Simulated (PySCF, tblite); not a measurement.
# C4H8F2GeS: geometry, infrared bands and NMR shifts

Aim: predict the infrared bands and NMR shifts of C4H8F2GeS (`C[C@@]1(F)[CH2][Ge@H]([F])[CH2]S1`).

The runs use tblite 0.8.0 and PySCF 2.14.0, with density-fitted response routines of our own; the level of theory stands in each step. All values are computed, except where a source is named. Atoms count from 0, in the outputs and in this text.

### 1 Starting geometry

16 atoms, charge 0, multiplicity 1; geometry from: force field or distance geometry start.

Bonds of the start (Å): C0–C1 1.52, C1–F2 1.40, C1–C3 1.52, C3–Ge4 1.96, Ge4–F5 1.73, Ge4–C6 1.95, C6–S7 1.83, S7–C1 1.79, C0–H8 1.10, C0–H9 1.11, C0–H10 1.11, C3–H11 1.09, C3–H12 1.10, Ge4–H13 1.53, C6–H14 1.09, C6–H15 1.10.

### 2 Optimising the geometry with GFN2-xTB

The job: settings as JSON, then the geometry in Å.

```
{"job": {"kind": "relax", "xc": "GFN2-xTB", "basis": "xTB"}, "charge": 0, "multiplicity": 1}
C      2.154100    -0.481500     0.557000
C      0.663000    -0.200000     0.589000
F      0.326900     0.315000     1.842200
C      0.355900     0.903600    -0.413300
Ge    -1.598700     0.883400    -0.287100
F     -2.049700     1.194900     1.354100
C     -1.826200    -1.016400    -0.682200
S     -0.337100    -1.628300     0.185700
H      2.391000    -1.376700     1.157000
H      2.455900    -0.580300    -0.503800
H      2.664200     0.385200     1.036400
H      0.788200     1.856600    -0.103600
H      0.693700     0.559600    -1.405100
H     -2.259500     1.793700    -1.324300
H     -1.667400    -1.175500    -1.748900
H     -2.762000    -1.424400    -0.264300
```

Run with:

```
> OMP_NUM_THREADS=1 python probes_run.py task.json out
```

This one command runs all jobs of the session in turn.

Standard output:

```text
step      E/eV     max force
  0    -742.76269    1.797
  1    -742.89248    1.004
  2    -742.99666    0.625
  3    -743.03255    0.632
  4    -743.09240    0.614
  5    -743.12673    0.582
  6    -743.15666    0.392
  7    -743.18081    0.590
  8    -743.20553    0.537
  9    -743.22187    0.363
 10    -743.23053    0.263
 11    -743.23733    0.278
 12    -743.24420    0.291
 13    -743.24980    0.190
 14    -743.25410    0.178
 15    -743.25800    0.223
 16    -743.26274    0.301
 17    -743.26788    0.246
 18    -743.27220    0.170
 19    -743.27615    0.176
 20    -743.28145    0.313
 21    -743.28965    0.450
 22    -743.30040    0.450
 23    -743.31112    0.274
 24    -743.31985    0.190
 25    -743.32633    0.215
 26    -743.33316    0.245
 27    -743.34169    0.216
 28    -743.35045    0.240
 29    -743.35447    0.296
 30    -743.36387    0.348
 31    -743.37039    0.263
 32    -743.38736    0.265
 33    -743.39385    0.234
 34    -743.40761    0.255
 35    -743.41650    0.223
 36    -743.42126    0.180
 37    -743.42617    0.165
 38    -743.43055    0.123
 39    -743.43260    0.090
 40    -743.43421    0.082
 41    -743.43548    0.091
 42    -743.43643    0.086
 43    -743.43705    0.064
 44    -743.43745    0.051
 45    -743.43776    0.047
 46    -743.43807    0.051
 47    -743.43841    0.057
 48    -743.43881    0.061
 49    -743.43928    0.073
 50    -743.43984    0.070
 51    -743.44048    0.057
 52    -743.44114    0.065
 53    -743.44167    0.052
 54    -743.44211    0.053
 55    -743.44258    0.054
 56    -743.44322    0.086
 57    -743.44413    0.128
 58    -743.44522    0.132
 59    -743.44623    0.085
 60    -743.44698    0.061
 61    -743.44751    0.049
 62    -743.44801    0.072
 63    -743.44853    0.069
 64    -743.44905    0.063
 65    -743.44952    0.057
 66    -743.44988    0.053
 67    -743.45019    0.041
 68    -743.45045    0.032
 69    -743.45071    0.031
 70    -743.45088    0.030
 71    -743.45106    0.023
 72    -743.45118    0.022
 73    -743.45130    0.027
 74    -743.45139    0.029
 75    -743.45147    0.020
 76    -743.45153    0.017
 77    -743.45159    0.018
 78    -743.45164    0.022
 79    -743.45169    0.020
 80    -743.45172    0.012
 81    -743.45173    0.008
```

Wall time 0.64 s (1 thread of Arm Neoverse V1, shared host); peak memory 0.18 GiB.

The steps of the relaxation: (not every step is listed)

```
step  energy from step 0 (eV)  largest force (eV/Å)
   0                   0.0000                1.7965
   1                  -0.1298                1.0038
   2                  -0.2340                0.6253
   3                  -0.2699                0.6319
   4                  -0.3297                0.6136
   5                  -0.3640                0.5819
   6                  -0.3940                0.3920
   7                  -0.4181                0.5896
   8                  -0.4428                0.5367
  14                  -0.4914                0.1776
  20                  -0.5188                0.3127
  26                  -0.5705                0.2451
  32                  -0.6247                0.2648
  38                  -0.6679                0.1233
  44                  -0.6748                0.0514
  50                  -0.6771                0.0699
  56                  -0.6805                0.0856
  62                  -0.6853                0.0720
  68                  -0.6878                0.0323
  74                  -0.6887                0.0290
  76                  -0.6888                0.0169
  77                  -0.6889                0.0184
  78                  -0.6889                0.0221
  79                  -0.6890                0.0204
  80                  -0.6890                0.0117
  81                  -0.6890                0.0084
```

Distances of close pairs at the start and the end, largest changes first:

```csv
bond,before (Å),after (Å),change (Å)
C1–S7,1.790,1.844,+0.054
Ge4–C6,1.954,1.993,+0.040
C3–Ge4,1.959,1.994,+0.035
C0–H10,1.114,1.088,-0.026
Ge4–F5,1.730,1.754,+0.023
C0–H9,1.107,1.086,-0.021
Ge4–H13,1.530,1.514,-0.016
C0–H8,1.103,1.088,-0.016
```

The next job starts from the end point, and lists it.

### 3 Infrared spectrum with GFN2-xTB

The job: settings as JSON, then the geometry in Å.

```
{"job": {"kind": "ir", "xc": "GFN2-xTB", "basis": "xTB"}, "charge": 0, "multiplicity": 1}
C      2.190030    -0.548861     0.545047
C      0.715372    -0.262964     0.365329
F      0.093741    -0.247914     1.606751
C      0.384600     1.064679    -0.290415
Ge    -1.590402     0.952188    -0.540142
F     -2.404817     1.661959     0.841423
C     -1.776928    -1.029744    -0.437390
S     -0.071393    -1.635955    -0.581381
H      2.318227    -1.487909     1.078558
H      2.668051    -0.626902    -0.427183
H      2.654418     0.251464     1.117417
H      0.677599     1.882350     0.367083
H      0.914845     1.156046    -1.235795
H     -2.241702     1.705194    -1.680940
H     -2.344587    -1.467175    -1.254016
H     -2.194653    -1.357512     0.514242
```

Standard output:

```text
mode    cm-1     km/mol
  1      60.0      1.66
  2     100.3     10.89
  3     145.1     14.50
  4     174.6      2.52
  5     176.0      0.24
  6     227.8     10.25
  7     254.0     10.84
  8     289.0      0.95
  9     347.9      1.38
 10     384.2      2.49
 11     461.0     18.79
 12     477.7    109.95
 13     521.1     61.51
 14     571.3     26.32
 15     595.2     25.81
 16     604.6     38.30
 17     650.2     74.63
 18     705.6     22.66
 19     726.7     15.96
 20     761.8     36.22
 21     830.7     94.07
 22     932.5     14.80
 23    1006.7      7.23
 24    1024.0     22.98
 25    1072.6     44.89
 26    1101.9      5.40
 27    1142.2     51.07
 28    1162.3     28.18
 29    1209.6     31.28
 30    1394.1     15.79
 31    1394.9      4.19
 32    1412.9      7.16
 33    1461.1      3.52
 34    1472.9      6.66
 35    1883.9    420.93
 36    2963.3      2.05
 37    2986.8      5.91
 38    3006.9     12.18
 39    3011.1      5.09
 40    3031.8     13.94
 41    3044.3      5.55
 42    3055.3     11.28
```

Run time: 0.64 s. Hardware: 1 thread of Arm Neoverse V1, shared host; peak memory 0.18 GiB.

The strongest bands and the atoms that carry them (share of the mass-weighted mode):

| cm⁻¹ | km/mol | atoms |
| --- | --- | --- |
| 478 | 110.0 | F5 65 %, Ge4 20 % |
| 521 | 61.5 | H13 79 % |
| 605 | 38.3 | H13 61 % |
| 650 | 74.6 | C3 47 %, H13 10 % |
| 831 | 94.1 | F2 31 %, C1 25 %, C3 11 % |
| 1073 | 44.9 | C1 31 %, H12 18 %, C0 14 %, H10 12 % |
| 1142 | 51.1 | H11 30 %, C1 28 %, H12 10 % |
| 1884 | 420.9 | H13 98 % |

### 4 NMR shieldings: PBE0/pcSseg-1

Same as in step 3 but for these lines:

```diff
@@ -1,2 +1,2 @@
-{"job": {"kind": "ir", "xc": "GFN2-xTB", "basis": "xTB"}, "charge": 0, "multiplicity": 1}
+{"job": {"kind": "nmr", "xc": "PBE0", "basis": "pcSseg-1"}, "charge": 0, "multiplicity": 1}
 C      2.190030    -0.548861     0.545047
```

Level: GIAO PBE0/pcSseg-1 NMR shielding, non-relativistic, gas phase.

Standard output:

```text
coarse grid: 64832 points
cycle   1  E = -2830.9572587968  dE =  1.819e-01  |g| = 1.176e+00  |ddm| = 3.784e+00
cycle   2  E = -2830.7511608488  dE =  2.061e-01  |g| = 1.648e+00  |ddm| = 1.712e+00
cycle   3  E = -2831.1097518408  dE = -3.586e-01  |g| = 2.409e-01  |ddm| = 1.182e+00
cycle   4  E = -2831.1182758567  dE = -8.524e-03  |g| = 7.211e-02  |ddm| = 2.063e-01
cycle   5  E = -2831.1190231718  dE = -7.473e-04  |g| = 8.614e-03  |ddm| = 5.434e-02
cycle   6  E = -2831.1190373272  dE = -1.416e-05  |g| = 3.912e-03  |ddm| = 1.263e-02
cycle   7  E = -2831.1190407470  dE = -3.420e-06  |g| = 8.530e-04  |ddm| = 4.235e-03
final grid: 135800 points
cycle   8  E = -2831.1190982652  dE =  4.428e-08  |g| = 1.219e-03  |ddm| = 2.664e-03
cycle   9  E = -2831.1190979132  dE =  3.520e-07  |g| = 1.829e-03  |ddm| = 2.558e-03
cycle  10  E = -2831.1190985519  dE = -6.387e-07  |g| = 1.127e-04  |ddm| = 1.515e-03
cycle  11  E = -2831.1190985545  dE = -2.595e-09  |g| = 2.330e-05  |ddm| = 1.338e-04
cycle  12  E = -2831.1190985546  dE = -8.868e-11  |g| = 4.319e-06  |ddm| = 2.259e-05
converged SCF energy = -2831.1190985546

GIAO shielding tensors (ppm)
atom      isotropic    diamagn.    paramagn.     s11        s22        s33       span
  0 C      159.065     245.476     -86.410    140.941    148.052    188.203     47.262
  1 C       71.422     248.712    -177.290     46.574     64.596    103.096     56.522
  2 F      307.964     479.837    -171.873    256.943    314.100    352.849     95.905
  3 C      149.760     253.755    -103.995    133.949    145.473    169.858     35.909
  4 Ge    1206.852    2752.693   -1545.840   1101.940   1253.196   1265.421    163.481
  5 F      384.224     475.920     -91.696    354.276    382.152    416.244     61.968
  6 C      163.608     255.190     -91.583    141.975    164.754    184.093     42.117
  7 S      398.095    1057.145    -659.051    211.418    275.449    707.417    495.999
  8 H       29.407      28.591       0.815     24.476     27.708     36.036     11.560
  9 H       30.208      29.112       1.096     26.217     27.923     36.485     10.267
 10 H       29.676      28.659       1.017     25.147     27.626     36.256     11.110
 11 H       29.781      31.218      -1.437     25.466     28.031     35.846     10.381
 12 H       30.592      31.261      -0.669     25.846     28.459     37.471     11.624
 13 H       25.462      26.907      -1.445     18.673     20.042     37.670     18.997
 14 H       29.293      29.525      -0.232     23.840     26.571     37.469     13.629
 15 H       28.717      30.312      -1.595     22.976     25.886     37.289     14.313
```

Wall time 45 s (1 thread of Arm Neoverse V1, shared host); peak memory 0.86 GiB.

The references, computed at this level on geometries of the same kind, shield at (ppm): 1H TMS 31.72, 13C TMS 186.9, 19F CFCl3 170.9, 33S CS2 504, 73Ge GeMe4 1331. Their shielding less the atom's gives the shift. The references are single molecules in the gas phase, so shifts against H2O, NH3, PH3, H3PO4 or CFCl3 are not on the usual liquid scales and can be off by tens of ppm. Atoms listed in one row are averaged.

```csv
atoms,environment,σ (ppm),δ (ppm)
C1,fully substituted sp3 carbon bonded to F and S,71.4,115.5
C3,sp3 CH2 bonded to Ge,149.8,37.2
C0,methyl carbon,159.1,27.9
C6,sp3 CH2 bonded to Ge and S,163.6,23.3
H13,"hydrogen on a germanium bonded to 2 C, F, in a 5-membered ring",25.46,6.26
H15,hydrogen on an sp3 CH2 bonded to Ge and S,28.72,3.00
H14,hydrogen on an sp3 CH2 bonded to Ge and S,29.29,2.42
"H8, H9, H10",hydrogen on a methyl carbon,29.76,1.95
H11,hydrogen on an sp3 CH2 bonded to Ge,29.78,1.94
H12,hydrogen on an sp3 CH2 bonded to Ge,30.59,1.13
F2,fluorine on an sp3 carbon,308.0,-137.0
F5,fluorine bonded to Ge,384.2,-213.3
Ge4,"germanium bonded to 2 C, F, H, in a 5-membered ring",1207,124
S7,sulfide sulfur,398,106
```

Charges from the same density, by scheme (e):

```
atoms  Mulliken    IAO  Hirshfeld  ESP fit
   C0     -0.14  -0.43      -0.13    -0.61
   C1     -0.18   0.24       0.10     0.33
   F2     -0.31  -0.32      -0.09    -0.17
   C3     -0.39  -0.54      -0.17    -0.46
  Ge4      0.95   1.06       0.46     0.56
   F5     -0.50  -0.53      -0.26    -0.33
   C6     -0.57  -0.61      -0.16    -0.40
   S7      0.06   0.07      -0.02    -0.19
```

Mayer bond orders: C0–C1 1.03, C1–F2 0.84, C1–C3 0.96, C3–Ge4 0.89, Ge4–F5 0.81, Ge4–C6 0.88, C6–S7 0.95, S7–C1 1.01.

Ring of atoms C1, C3, Ge4, C6, S7: NICS(0) -5.5, NICS(1) -4.3, NICS(1)zz -3.6 ppm (means of both faces).

### 5 Outcome

```
                                                              quantity                                   value
                             strongest single infrared mode (GFN2-xTB)                   1884 cm⁻¹, 421 km/mol
                                          zero-point energy (GFN2-xTB)                           68.4 kcal/mol
                                13C shifts against TMS (PBE0/pcSseg-1)             115.5, 37.2, 27.9, 23.3 ppm
1H shifts against TMS (PBE0/pcSseg-1, means over atoms taken as alike)  6.26, 3.00, 2.42, 1.95, 1.94, 1.13 ppm
                              19F shifts against CFCl3 (PBE0/pcSseg-1)                      -137.0, -213.3 ppm
                             73Ge shifts against GeMe4 (PBE0/pcSseg-1)                                 124 ppm
                                33S shifts against CS2 (PBE0/pcSseg-1)                                 106 ppm
```

Relaxing lowered the energy by 0.689 eV in 81 steps; the close pair that moved most is C1–S7, from 1.790 to 1.844 Å. All 42 modes are real, so the xTB geometry is a minimum. The strongest single mode, at 1884 cm⁻¹, moves mainly H13. GFN2-xTB is a fitted tight-binding method: band positions and strengths are rough. Its intensities can rank the bands wrongly. C1 (fully substituted sp3 carbon bonded to F and S) lies farthest downfield among carbon, at 115.5 ppm; deshielded by the electronegative neighbour. At PBE0/pcSseg-1: The largest span, 496 ppm, is at S7, where the paramagnetic term is -659 ppm. Spin-orbit coupling is left out, which matters for shieldings and couplings at and beside the heavy atoms.
